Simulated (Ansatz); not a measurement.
# CaNi2: the cost of one run

Program: Ansatz 0.2.0, driven from Python. The levels of theory stand in the script. These are calculated values, not measurements.

### 1 Starting point

The structure is cubic, space group Fd-3m (No. 227). Conventional cell: a = 7.125 Å, b = 7.125 Å, c = 7.125 Å, α = 90.00°, β = 90.00°, γ = 90.00°. Around Ca (site symmetry -43m) lie 12 Ni at 2.95 Å and 4 Ca at 3.09 Å. Ni (site symmetry -3m) has 6 Ni at 2.52 Å as nearest neighbours.

The script reads cani2.extxyz:

```xyz
6
Lattice="0.0 3.56266489 3.56266489 3.56266489 0.0 3.56266489 3.56266489 3.56266489 0.0" Properties=species:S:1:pos:R:3:initial_magmoms:R:1 pbc="T T T"
Ca    0.00000000    0.00000000    0.00000000  0.00
Ca    1.78133244    1.78133244    1.78133244  0.00
Ni    4.45333111    4.45333111    4.45333111  2.00
Ni    4.45333111    2.67199867    2.67199867  2.00
Ni    2.67199867    4.45333111    2.67199867  2.00
Ni    2.67199867    2.67199867    4.45333111  2.00
```

### 2 Script

The input, lattice_cani2.py:

```python
"""Relaxed cell of CaNi2 under several functionals."""

import ansatz as az
import numpy as np

SMEARING = "fermi_dirac"
SMEARING_WIDTH = 0.15
K_LENGTH = 25
FMAX = 0.03

def edges_and_angles(cell):
    cell = np.asarray(cell)
    a, b, c = np.linalg.norm(cell, axis=1)
    cosines = cell[1] @ cell[2] / (b * c), cell[0] @ cell[2] / (a * c), cell[0] @ cell[1] / (a * b)
    return (a, b, c, *np.degrees(np.arccos(cosines)))


def main() -> None:
    structure = az.Crystal.from_extxyz("cani2.extxyz")

    base = (
        structure.calculation()
        .occupations(SMEARING, width=SMEARING_WIDTH)
        .kpoints(length=K_LENGTH)
        .spin("collinear")
        .relax(cell=True, force_tolerance=FMAX)
    )

    levels = [("lda", "none"), ("pbesol", "d3bj"), ("pbesol", "none")]
    print("level            a       b       c    alpha   beta  gamma  V/atom  steps")
    for name, dispersion in levels:
        seen = []
        run = base.functional(name, dispersion=dispersion).session().plan()
        result = run.execute(on_event=lambda e: seen.append(e) if e["event"] == "relax_step" else None)
        cell = result.lattice.cell_ang
        label = name if dispersion == "none" else f"{name}+{dispersion}"
        print("{:13s} {:7.4f} {:7.4f} {:7.4f} {:6.2f} {:6.2f} {:6.2f}".format(label, *edges_and_angles(cell)), f"{abs(np.linalg.det(cell)) / len(result.lattice.sites):7.3f} {len(seen):5d}")


if __name__ == "__main__":
    main()
```

### 3 The calls as engine input

The package turns the script's settings into the engine's input (first run):

```yaml
crystal:
  lattice:
    - [0.0, 3.56266489, 3.56266489]
    - [3.56266489, 0.0, 3.56266489]
    - [3.56266489, 3.56266489, 0.0]
  atoms:
    - { symbol: Ca, position: [0.0, 0.0, 0.0], spin: 0.0 }
    - { symbol: Ca, position: [0.24999999929827807, 0.24999999929827807, 0.24999999929827807], spin: 0.0 }
    - { symbol: Ni, position: [0.624999999649139, 0.624999999649139, 0.624999999649139], spin: 2.0 }
    - { symbol: Ni, position: [0.12500000105258283, 0.624999999649139, 0.624999999649139], spin: 2.0 }
    - { symbol: Ni, position: [0.624999999649139, 0.12500000105258283, 0.624999999649139], spin: 2.0 }
    - { symbol: Ni, position: [0.624999999649139, 0.624999999649139, 0.12500000105258283], spin: 2.0 }
kpoints:
  mp_grid:
    grid: [6, 6, 6]
hamiltonian:
  xc: lda
  dispersion: none
magnetization:
  spin_polarized: true
scf:
  occupations:
    method: fermi_dirac
    width: 0.15
relax:
  f_tol: 0.03
  cell: {}
```

### 4 Launch

Run with:

```
$ python lattice_cani2.py
```

What time and memory should one allow on 1 thread of Arm Neoverse V2, shared host?

About 3.1 min, with a peak of 0.57 GiB.
